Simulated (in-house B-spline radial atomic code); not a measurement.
# Ar⁺ in a hard spherical wall

Wanted: the cost of confining Ar⁺, radius by radius. More than one configuration is followed.

The numbers are computed with in-house B-spline radial atomic code version 1 (scalar-relativistic (spin-free one-electron X2C) PBE, spherical fractional occupations, Fermi nucleus, basis-set limit), except any that are marked as measured or tabulated.

**1. What is computed**

- element: argon (Z = 18)
- charge: +1
- electrons: 17
- configuration: [Ne] 3s2 3p5
- Hamiltonian: scalar-relativistic (X2C)
- nucleus: Fermi, rms radius 3.427 fm

The outer shells:

[Ne] 3s2 3p5
```
[Ne] core
3s [↑↓]
3p [↑↓][↑↓][↑ ]
```

The boxes only draw the filling; these runs are spin-restricted and spherical.

**2. The free system**

The run's settings:

```ini
Z = 18
electrons = 17.0
configuration = [Ne] 3s2 3p5
hamiltonian = x2c
method = pbe,pbe
spin_polarised = False
nucleus = fermi
rms_radius = 3.4274
mass_number = 40
atomic_mass = 39.96238312204
speed_of_light = 137.035999084
```

From the run's result record (rounded, not every field):

```text
{
  "status": "converged",
  "scf [iteration, energy, orbital gradient]": [
    [1, -525.488831871, 0.254],
    [2, -527.56254754, 0.168],
    [3, -528.512148046, 0.043],
    [4, -528.582888998, 0.0103],
    [5, -528.585028627, 0.00568],
    [6, -528.586452347, 0.000459],
    [7, -528.586457754, 6.62e-05],
    [8, -528.586457922, 1.2e-06],
    [9, -528.586457922, 3.4e-08]
  ],
  "energy [hartree]": {"total": -528.586457922, "kinetic": 531.731055855, "nuclear": -1253.76908074, "coulomb": 223.910790874, "xc": -30.4592239142},
  "orbitals [hartree, bohr; first row names the columns]": [
    ["name", "occ", "eps", "<r>", "<r^2>", "<1/r>", "r_max"],
    ["1s", 2.0, -115.1305, 0.085514, 0.0098525, 17.815, 0.055825],
    ["2s", 2.0, -11.420369, 0.41383, 0.20331, 3.5691, 0.33857],
    ["2p", 6.0, -8.9564025, 0.37649, 0.17618, 3.4549, 0.28079],
    ["3s", 2.0, -1.3483127, 1.3685, 2.1662, 1.0157, 1.1644],
    ["3p", 5.0, -0.81273788, 1.5531, 2.8558, 0.87806, 1.2615]
  ],
  "sum_r [bohr^k]": {"-1": 69.9204, "1": 13.76031, "2": 20.09498}
}
```

Wall time 0.18 s (1 thread, shared host).

**3. Wall at 8.32 bohr, configuration [Ne] 3s2 3p5**

The settings differ from step 2 so:

```diff
@@ -11 +11,2 @@
 speed_of_light = 137.035999084
+wall_radius = 8.32
```

Results of the run:

```text
{
  "status": "converged",
  "scf [iteration, energy, orbital gradient]": [
    [1, -525.504548664, 0.254],
    [2, -527.566477607, 0.168],
    [3, -528.51269533, 0.0428],
    [4, -528.582930376, 0.01],
    [5, -528.585041819, 0.00564],
    [6, -528.586450177, 0.000453],
    [7, -528.586455432, 6.68e-05],
    [8, -528.586455602, 1.18e-06],
    [9, -528.586455602, 3.29e-08]
  ],
  "energy [hartree]": {"total": -528.586455602, "kinetic": 531.731098191, "nuclear": -1253.76926026, "coulomb": 223.910940943, "xc": -30.4592344727},
  "orbitals [hartree, bohr; first row names the columns]": [
    ["name", "occ", "eps", "<r>"],
    ["1s", 2.0, -115.13049, 0.085514],
    ["2s", 2.0, -11.420359, 0.41383],
    ["2p", 6.0, -8.9563929, 0.37649],
    ["3s", 2.0, -1.3483052, 1.3685],
    ["3p", 5.0, -0.81273043, 1.5531]
  ],
  "sum_r [bohr^k]": {"-1": 69.92041, "1": 13.76022, "2": 20.09429},
  "energy_minus_base [hartree]": 2.3193993e-06
}
```

It took 0.06 s on 1 thread, shared host.

energy_minus_base is the energy less that of the reference run.

**4. Wall at 4.12 bohr, configuration [Ne] 3s2 3p5**

The settings differ from step 3 so:

```diff
@@ -11,2 +11,2 @@
 speed_of_light = 137.035999084
-wall_radius = 8.32
+wall_radius = 4.12
```

Results of the run:

```text
{
  "status": "converged",
  "scf [iteration, energy, orbital gradient]": [
    [1, -526.559243887, 0.253],
    [2, -527.930471651, 0.128],
    [3, -528.513324101, 0.0264],
    [4, -528.546667597, 0.00676],
    [5, -528.547704819, 0.00312],
    [6, -528.548251874, 0.000123],
    [7, -528.548252188, 3.74e-05],
    [8, -528.548252254, 4.71e-07],
    [9, -528.548252254, 7.59e-09]
  ],
  "energy [hartree]": {"total": -528.548252254, "kinetic": 532.039510852, "nuclear": -1254.6598708, "coulomb": 224.582474869, "xc": -30.5103671705},
  "orbitals [hartree, bohr; first row names the columns]": [
    ["name", "occ", "eps", "<r>"],
    ["1s", 2.0, -115.0809, 0.085515],
    ["2s", 2.0, -11.375373, 0.41389],
    ["2p", 6.0, -8.9108975, 0.37657],
    ["3s", 2.0, -1.3174501, 1.3655],
    ["3p", 5.0, -0.77887115, 1.5159]
  ],
  "sum_r [bohr^k]": {"-1": 69.96987, "1": 13.5687, "2": 19.12174},
  "energy_minus_base [hartree]": 0.0382056681
}
```

Run time: 0.06 s. Hardware: 1 thread, shared host.

**5. Wall at 2.42 bohr, configuration [Ne] 3s2 3p5**

The settings differ from step 4 so:

```diff
@@ -11,2 +11,2 @@
 speed_of_light = 137.035999084
-wall_radius = 4.12
+wall_radius = 2.42
```

Results of the run:

```text
{
  "status": "converged",
  "scf [iteration, energy, orbital gradient]": [
    [1, -526.425735367, 0.244],
    [2, -526.778777886, 0.0668],
    [3, -526.826056566, 0.0197],
    [4, -526.830415816, 0.00571],
    [5, -526.830790253, 0.00249],
    [6, -526.830858567, 4.21e-05],
    [7, -526.830858576, 1.55e-06],
    [8, -526.830858576, 1.14e-07]
  ],
  "energy [hartree]": {"total": -526.830858576, "kinetic": 539.879395691, "nuclear": -1269.92430318, "coulomb": 234.513845293, "xc": -31.29979638},
  "orbitals [hartree, bohr; first row names the columns]": [
    ["name", "occ", "eps", "<r>"],
    ["1s", 2.0, -114.25513, 0.085529],
    ["2s", 2.0, -10.680558, 0.41559],
    ["2p", 6.0, -8.2022897, 0.37893],
    ["3s", 2.0, -0.78784459, 1.2258],
    ["3p", 5.0, -0.17045814, 1.2563]
  ],
  "sum_r [bohr^k]": {"-1": 70.81808, "1": 12.00879, "2": 13.61225},
  "energy_minus_base [hartree]": 1.75559935
}
```

Wall time 0.07 s (1 thread, shared host).

**6. Wall at 1.34 bohr, configuration [Ne] 3s2 3p5**

The settings differ from step 5 so:

```diff
@@ -11,2 +11,2 @@
 speed_of_light = 137.035999084
-wall_radius = 2.42
+wall_radius = 1.34
```

Results of the run:

```text
{
  "status": "converged",
  "scf [iteration, energy, orbital gradient]": [
    [1, -501.252076294, 0.199],
    [2, -501.443181356, 0.0247],
    [3, -501.44649656, 0.00931],
    [4, -501.44694945, 0.00357],
    [5, -501.447019993, 0.000857],
    [6, -501.447024632, 4.19e-05],
    [7, -501.447024642, 1.98e-07]
  ],
  "energy [hartree]": {"total": -501.447024642, "kinetic": 609.988545101, "nuclear": -1355.92814983, "coulomb": 279.726795384, "xc": -35.234215293},
  "orbitals [hartree, bohr; first row names the columns]": [
    ["name", "occ", "eps", "<r>"],
    ["1s", 2.0, -109.80369, 0.08569],
    ["2s", 2.0, -7.6135921, 0.429],
    ["2p", 6.0, -4.9952849, 0.39664],
    ["3s", 2.0, 4.141131, 0.79133],
    ["3p", 5.0, 4.8674609, 0.7688]
  ],
  "sum_r [bohr^k]": {"-1": 75.60007, "1": 8.835858, "2": 6.439789},
  "energy_minus_base [hartree]": 27.1394333
}
```

Run time: 0.09 s. Hardware: 1 thread, shared host.

**7. Wall at 8.32 bohr, configuration [He] 2s2 2p5 3s2 3p5 3d1**

The run's settings:

```ini
Z = 18
electrons = 17.0
configuration = [He] 2s2 2p5 3s2 3p5 3d1
hamiltonian = x2c
method = pbe,pbe
spin_polarised = False
nucleus = fermi
rms_radius = 3.4274
mass_number = 40
atomic_mass = 39.96238312204
speed_of_light = 137.035999084
wall_radius = 8.32
```

Results of the run:

```text
{
  "status": "converged",
  "scf [iteration, energy, orbital gradient]": [
    [1, -513.628605593, 0.298],
    [2, -517.077153858, 0.237],
    [3, -519.077572939, 0.0566],
    [4, -519.23574741, 0.00702],
    [5, -519.237631745, 0.00792],
    [6, -519.241219858, 0.000352],
    [7, -519.241222382, 0.000229],
    [8, -519.241225178, 3.74e-06],
    [9, -519.241225179, 1.67e-07]
  ],
  "energy [hartree]": {"total": -519.241225179, "kinetic": 522.401924803, "nuclear": -1222.8223798, "coulomb": 210.39215145, "xc": -29.2129216348},
  "orbitals [hartree, bohr; first row names the columns]": [
    ["name", "occ", "eps", "<r>"],
    ["1s", 2.0, -116.85902, 0.085463],
    ["2s", 2.0, -12.45486, 0.40574],
    ["2p", 5.0, -10.089322, 0.36552],
    ["3s", 2.0, -1.5571423, 1.2921],
    ["3p", 5.0, -0.99302924, 1.4238],
    ["3d", 1.0, -0.22099699, 2.2572]
  ],
  "sum_r [bohr^k]": {"-1": 68.20252, "1": 14.77019, "2": 23.64271},
  "energy_minus_base [hartree]": 9.34523274
}
```

Run time: 0.08 s. Hardware: 1 thread, shared host.

**8. Wall at 4.12 bohr, configuration [He] 2s2 2p5 3s2 3p5 3d1**

The settings differ from step 7 so:

```diff
@@ -11,2 +11,2 @@
 speed_of_light = 137.035999084
-wall_radius = 8.32
+wall_radius = 4.12
```

Results of the run:

```text
{
  "status": "converged",
  "scf [iteration, energy, orbital gradient]": [
    [1, -515.340919491, 0.291],
    [2, -517.702784272, 0.174],
    [3, -519.096014406, 0.0353],
    [4, -519.164244769, 0.00689],
    [5, -519.16525284, 0.00394],
    [6, -519.166174214, 0.000261],
    [7, -519.166178486, 6.98e-06],
    [8, -519.166178487, 3.89e-07],
    [9, -519.166178487, 4.69e-08]
  ],
  "energy [hartree]": {"total": -519.166178487, "kinetic": 522.75928091, "nuclear": -1224.46532406, "coulomb": 211.857966489, "xc": -29.3181018257},
  "orbitals [hartree, bohr; first row names the columns]": [
    ["name", "occ", "eps", "<r>"],
    ["1s", 2.0, -116.76544, 0.085462],
    ["2s", 2.0, -12.356667, 0.40577],
    ["2p", 5.0, -9.9913961, 0.36555],
    ["3s", 2.0, -1.4813902, 1.2973],
    ["3p", 5.0, -0.9190138, 1.4174],
    ["3d", 1.0, -0.10979398, 1.7169]
  ],
  "sum_r [bohr^k]": {"-1": 68.29376, "1": 14.20845, "2": 20.30262},
  "energy_minus_base [hartree]": 9.42027943
}
```

Run time: 0.08 s. Hardware: 1 thread, shared host.

**9. Wall at 2.42 bohr, configuration [He] 2s2 2p5 3s2 3p5 3d1**

The settings differ from step 8 so:

```diff
@@ -11,2 +11,2 @@
 speed_of_light = 137.035999084
-wall_radius = 4.12
+wall_radius = 2.42
```

Results of the run:

```text
{
  "status": "converged",
  "scf [iteration, energy, orbital gradient]": [
    [1, -516.381390724, 0.259],
    [2, -517.265012897, 0.0875],
    [3, -517.400497929, 0.0271],
    [4, -517.412865774, 0.00839],
    [5, -517.413944569, 0.0032],
    [6, -517.414135081, 4.74e-05],
    [7, -517.414135146, 1.99e-06],
    [8, -517.414135146, 1.45e-07]
  ],
  "energy [hartree]": {"total": -517.414135146, "kinetic": 530.569099981, "nuclear": -1239.88081529, "coulomb": 222.050303776, "xc": -30.1527236116},
  "orbitals [hartree, bohr; first row names the columns]": [
    ["name", "occ", "eps", "<r>"],
    ["1s", 2.0, -115.92391, 0.085473],
    ["2s", 2.0, -11.620024, 0.40723],
    ["2p", 5.0, -9.2419325, 0.36743],
    ["3s", 2.0, -0.94712797, 1.1961],
    ["3p", 5.0, -0.32679755, 1.2229],
    ["3d", 1.0, 0.63151853, 1.2283]
  ],
  "sum_r [bohr^k]": {"-1": 69.15027, "1": 12.55764, "2": 14.46265},
  "energy_minus_base [hartree]": 11.1723228
}
```

Wall time 0.07 s (1 thread, shared host).

**10. Wall at 1.34 bohr, configuration [He] 2s2 2p5 3s2 3p5 3d1**

The settings differ from step 9 so:

```diff
@@ -11,2 +11,2 @@
 speed_of_light = 137.035999084
-wall_radius = 2.42
+wall_radius = 1.34
```

Results of the run:

```text
{
  "status": "converged",
  "scf [iteration, energy, orbital gradient]": [
    [1, -490.947499551, 0.213],
    [2, -491.080406587, 0.00962],
    [3, -491.080649417, 0.00454],
    [4, -491.080703746, 0.00215],
    [5, -491.080719386, 0.000117],
    [6, -491.080719433, 3.09e-06],
    [7, -491.080719433, 1.91e-07]
  ],
  "energy [hartree]": {"total": -491.080719433, "kinetic": 604.426105043, "nuclear": -1330.51140781, "coulomb": 269.3485474, "xc": -34.3439640662},
  "orbitals [hartree, bohr; first row names the columns]": [
    ["name", "occ", "eps", "<r>"],
    ["1s", 2.0, -111.19929, 0.085631],
    ["2s", 2.0, -8.2660352, 0.42101],
    ["2p", 5.0, -5.7345845, 0.38514],
    ["3s", 2.0, 3.9022384, 0.79126],
    ["3p", 5.0, 4.5951586, 0.77028],
    ["3d", 1.0, 4.9112561, 0.77019]
  ],
  "sum_r [bohr^k]": {"-1": 74.18897, "1": 9.143091, "2": 6.801136},
  "energy_minus_base [hartree]": 37.5057385
}
```

Run time: 0.06 s. Hardware: 1 thread, shared host.

**11. Wall at 8.32 bohr, configuration [Ne] 3s1 3p5 3d1**

The run's settings:

```ini
Z = 18
electrons = 17.0
configuration = [Ne] 3s1 3p5 3d1
hamiltonian = x2c
method = pbe,pbe
spin_polarised = False
nucleus = fermi
rms_radius = 3.4274
mass_number = 40
atomic_mass = 39.96238312204
speed_of_light = 137.035999084
wall_radius = 8.32
```

Results of the run:

```text
{
  "status": "converged",
  "scf [iteration, energy, orbital gradient]": [
    [1, -523.769075403, 0.257],
    [2, -525.940666421, 0.178],
    [3, -527.254745392, 0.0386],
    [4, -527.347783254, 0.00566],
    [5, -527.349177002, 0.00471],
    [6, -527.350928641, 0.000477],
    [7, -527.350927509, 0.000216],
    [8, -527.350931238, 2.05e-06],
    [9, -527.350931238, 1.15e-07]
  ],
  "energy [hartree]": {"total": -527.350931238, "kinetic": 530.494772765, "nuclear": -1248.54026691, "coulomb": 220.913146922, "xc": -30.2185840114},
  "orbitals [hartree, bohr; first row names the columns]": [
    ["name", "occ", "eps", "<r>"],
    ["1s", 2.0, -115.3735, 0.085508],
    ["2s", 2.0, -11.624424, 0.41348],
    ["2p", 6.0, -9.1636264, 0.37599],
    ["3s", 1.0, -1.4721134, 1.3458],
    ["3p", 5.0, -0.92545077, 1.5063],
    ["3d", 1.0, -0.21080644, 2.467]
  ],
  "sum_r [bohr^k]": {"-1": 69.62889, "1": 14.59825, "2": 24.63366},
  "energy_minus_base [hartree]": 1.23552668
}
```

Run time: 0.08 s. Hardware: 1 thread, shared host.

**12. Wall at 4.12 bohr, configuration [Ne] 3s1 3p5 3d1**

The settings differ from step 11 so:

```diff
@@ -11,2 +11,2 @@
 speed_of_light = 137.035999084
-wall_radius = 8.32
+wall_radius = 4.12
```

Results of the run:

```text
{
  "status": "converged",
  "scf [iteration, energy, orbital gradient]": [
    [1, -525.063126616, 0.256],
    [2, -526.469607974, 0.132],
    [3, -527.216223137, 0.0239],
    [4, -527.250194836, 0.00528],
    [5, -527.250949879, 0.00269],
    [6, -527.251446557, 0.000145],
    [7, -527.251446596, 3.46e-05],
    [8, -527.251446684, 1.51e-06],
    [9, -527.251446685, 8.44e-09]
  ],
  "energy [hartree]": {"total": -527.251446685, "kinetic": 530.95964939, "nuclear": -1250.53984709, "coulomb": 222.669352272, "xc": -30.3406012587},
  "orbitals [hartree, bohr; first row names the columns]": [
    ["name", "occ", "eps", "<r>"],
    ["1s", 2.0, -115.26086, 0.085507],
    ["2s", 2.0, -11.507928, 0.41353],
    ["2p", 6.0, -9.0473937, 0.37604],
    ["3s", 1.0, -1.3828018, 1.3518],
    ["3p", 5.0, -0.83815281, 1.4941],
    ["3d", 1.0, -0.07692707, 1.8184]
  ],
  "sum_r [bohr^k]": {"-1": 69.73996, "1": 13.89511, "2": 20.36902},
  "energy_minus_base [hartree]": 1.33501124
}
```

Run time: 0.08 s. Hardware: 1 thread, shared host.

**13. Wall at 2.42 bohr, configuration [Ne] 3s1 3p5 3d1**

The settings differ from step 12 so:

```diff
@@ -11,2 +11,2 @@
 speed_of_light = 137.035999084
-wall_radius = 4.12
+wall_radius = 2.42
```

Results of the run:

```text
{
  "status": "converged",
  "scf [iteration, energy, orbital gradient]": [
    [1, -524.856821862, 0.25],
    [2, -525.224355427, 0.0693],
    [3, -525.276869686, 0.0203],
    [4, -525.281555409, 0.00582],
    [5, -525.281941704, 0.00255],
    [6, -525.282015911, 4.35e-05],
    [7, -525.282015922, 1.28e-06],
    [8, -525.282015922, 1.64e-07]
  ],
  "energy [hartree]": {"total": -525.282015922, "kinetic": 538.962609049, "nuclear": -1266.93446995, "coulomb": 233.887139766, "xc": -31.1972947893},
  "orbitals [hartree, bohr; first row names the columns]": [
    ["name", "occ", "eps", "<r>"],
    ["1s", 2.0, -114.36026, 0.085517],
    ["2s", 2.0, -10.71643, 0.41524],
    ["2p", 6.0, -8.2438048, 0.37838],
    ["3s", 1.0, -0.79725411, 1.2253],
    ["3p", 5.0, -0.18035366, 1.2556],
    ["3d", 1.0, 0.7520982, 1.2696]
  ],
  "sum_r [bohr^k]": {"-1": 70.65075, "1": 12.0447, "2": 13.70897},
  "energy_minus_base [hartree]": 3.304442
}
```

It took 0.07 s on 1 thread, shared host.

**14. Wall at 1.34 bohr, configuration [Ne] 3s1 3p5 3d1**

The settings differ from step 13 so:

```diff
@@ -11,2 +11,2 @@
 speed_of_light = 137.035999084
-wall_radius = 2.42
+wall_radius = 1.34
```

Results of the run:

```text
{
  "status": "converged",
  "scf [iteration, energy, orbital gradient]": [
    [1, -500.267121367, 0.219],
    [2, -500.478047682, 0.0251],
    [3, -500.481791919, 0.00934],
    [4, -500.482288964, 0.00355],
    [5, -500.482365345, 0.000877],
    [6, -500.48237055, 5.89e-05],
    [7, -500.482370572, 3.1e-07],
    [8, -500.482370572, 2.02e-09]
  ],
  "energy [hartree]": {"total": -500.482370572, "kinetic": 603.443491078, "nuclear": -1347.98663635, "coulomb": 279.068253575, "xc": -35.0074788714},
  "orbitals [hartree, bohr; first row names the columns]": [
    ["name", "occ", "eps", "<r>"],
    ["1s", 2.0, -110.0418, 0.085651],
    ["2s", 2.0, -7.625959, 0.42811],
    ["2p", 6.0, -5.0228314, 0.39513],
    ["3s", 1.0, 4.1531905, 0.79149],
    ["3p", 5.0, 4.8732287, 0.7692],
    ["3d", 1.0, 5.1245937, 0.7772]
  ],
  "sum_r [bohr^k]": {"-1": 75.15482, "1": 8.812973, "2": 6.373567},
  "energy_minus_base [hartree]": 28.1040874
}
```

It took 0.08 s on 1 thread, shared host.

**15. Results**

| configuration | radius (bohr) | energy above the free system (eV) | highest level (eV) |
| --- | --- | --- | --- |
| [Ne] 3s2 3p5 | 8.32 | 6.3e-05 | -22.116 (3p) |
| [Ne] 3s2 3p5 | 4.12 | 1.040 | -21.194 (3p) |
| [Ne] 3s2 3p5 | 2.42 | 47.772 | -4.638 (3p) |
| [Ne] 3s2 3p5 | 1.34 | 738.50 | 132.45 (3p) |
| [He] 2s2 2p5 3s2 3p5 3d1 | 8.32 | 254.30 | -6.014 (3d) |
| [He] 2s2 2p5 3s2 3p5 3d1 | 4.12 | 256.34 | -2.988 (3d) |
| [He] 2s2 2p5 3s2 3p5 3d1 | 2.42 | 304.01 | 17.184 (3d) |
| [He] 2s2 2p5 3s2 3p5 3d1 | 1.34 | 1020.58 | 133.64 (3d) |
| [Ne] 3s1 3p5 3d1 | 8.32 | 33.620 | -5.736 (3d) |
| [Ne] 3s1 3p5 3d1 | 4.12 | 36.328 | -2.093 (3d) |
| [Ne] 3s1 3p5 3d1 | 2.42 | 89.918 | 20.466 (3d) |
| [Ne] 3s1 3p5 3d1 | 1.34 | 764.75 | 139.45 (3d) |

For [Ne] 3s2 3p5 the energy above the free reference is 6.3e-05 eV at 8.32 bohr and 738.50 eV at 1.34 bohr. Its highest level passes zero between 2.42 and 1.34 bohr; in smaller spheres the level is positive, pushed up by confinement, and the wall keeps the electron in. Of [Ne] 3s2 3p5 and [He] 2s2 2p5 3s2 3p5 3d1, the first stays lower at every radius that both share. At 1.34 bohr the lowest of all 3 is [Ne] 3s2 3p5. A hard wall is a crude model of an atom's surroundings.
